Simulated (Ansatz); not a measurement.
# CH11NOSi2: the cost of one run

Program: Ansatz 0.2.0. Level of theory: RKS revPBE/6-31G*. These are calculated values, not measurements.

## (1) The structure to begin with

Bond lengths: Si1–Si2 2.595 Å, Si1–H3 1.493 Å, Si1–H4 1.467 Å, Si1–O5 1.637 Å, Si1–N7 2.128 Å, N7–C8 1.442 Å, Si2–H9 1.465 Å, Si2–H10 1.470 Å, Si2–H11 1.482 Å, O5–H12 0.951 Å, N7–H13 1.014 Å, C8–H14 1.093 Å, C8–H15 1.090 Å, C8–H16 1.094 Å. Angles (14 of 26 angles, heavy atoms first): Si2–Si1–O5 109.6°, Si2–Si1–N7 79.3°, O5–Si1–N7 83.5°, Si1–N7–C8 121.2°, Si1–Si2–H9 98.4°, Si1–Si2–H10 113.2°, Si1–Si2–H11 131.7°, Si2–Si1–H3 89.1°, Si2–Si1–H4 132.2°, H3–Si1–O5 103.4°, H3–Si1–N7 168.0°, H4–Si1–O5 114.0°, H4–Si1–N7 86.9°, Si1–O5–H12 118.3°.

Structure file:

```xyz
16

Si   -0.5066    0.6211   -1.0380
Si    0.1172   -1.8892   -0.8276
H    -1.2226    0.3134   -2.3116
H    -1.5395    1.4367   -0.3904
O     0.8007    1.4721   -1.5345
H     0.7604   -0.6130    0.3868
N     0.5046    0.6202    0.8341
C    -0.2254    0.6485    2.0774
H    -1.0688   -2.4597   -1.4718
H     1.2452   -2.2798   -1.6848
H     0.2545   -2.7763    0.3518
H     0.8562    1.7191   -2.4508
H     1.3173    1.2262    0.8671
H     0.4124    0.4255    2.9364
H    -1.0216   -0.0943    2.0259
H    -0.6839    1.6295    2.2301
```

## (2) A restrained relaxation towards end A

Springs on the bonds that form and break draw the guess towards this end; the thresholds are loose.

File input.yaml:

```yaml
crystal:
  periodic: [false, false, false]
  atoms:
    - { symbol: Si, position_ang: [-0.5066, 0.6211, -1.038] }
    - { symbol: Si, position_ang: [0.1172, -1.8892, -0.8276] }
    - { symbol: H, position_ang: [-1.2226, 0.3134, -2.3116] }
    - { symbol: H, position_ang: [-1.5395, 1.4367, -0.3904] }
    - { symbol: O, position_ang: [0.8007, 1.4721, -1.5345] }
    - { symbol: H, position_ang: [0.7604, -0.613, 0.3868] }
    - { symbol: "N", position_ang: [0.5046, 0.6202, 0.8341] }
    - { symbol: C, position_ang: [-0.2254, 0.6485, 2.0774] }
    - { symbol: H, position_ang: [-1.0688, -2.4597, -1.4718] }
    - { symbol: H, position_ang: [1.2452, -2.2798, -1.6848] }
    - { symbol: H, position_ang: [0.2545, -2.7763, 0.3518] }
    - { symbol: H, position_ang: [0.8562, 1.7191, -2.4508] }
    - { symbol: H, position_ang: [1.3173, 1.2262, 0.8671] }
    - { symbol: H, position_ang: [0.4124, 0.4255, 2.9364] }
    - { symbol: H, position_ang: [-1.0216, -0.0943, 2.0259] }
    - { symbol: H, position_ang: [-0.6839, 1.6295, 2.2301] }
basis:
  gaussian: { orbitals: "6-31G*" }
hamiltonian:
  xc: revpbe
relax:
  f_tol: 0.15
  max_steps: 25
  restrain:
    - { distance: [0, 6], at: 3.12, k: 30.0 }
    - { distance: [5, 1], at: 2.72, k: 30.0 }
    - { distance: [0, 1], at: 2.22, k: 30.0 }
    - { distance: [5, 6], at: 1.02, k: 30.0 }
```

Run with:

```console
ansatz run input.yaml --threads 2 --pin off --max-ram 3072MiB --backend cpu --events-out ev --progress --plain --runs-dir out
```

**Question.** How long does this run take on 2 threads of Intel Xeon Platinum 8488C (Sapphire Rapids), shared host, and how much memory does it need?

About 27 s, with a peak of 0.18 GiB.
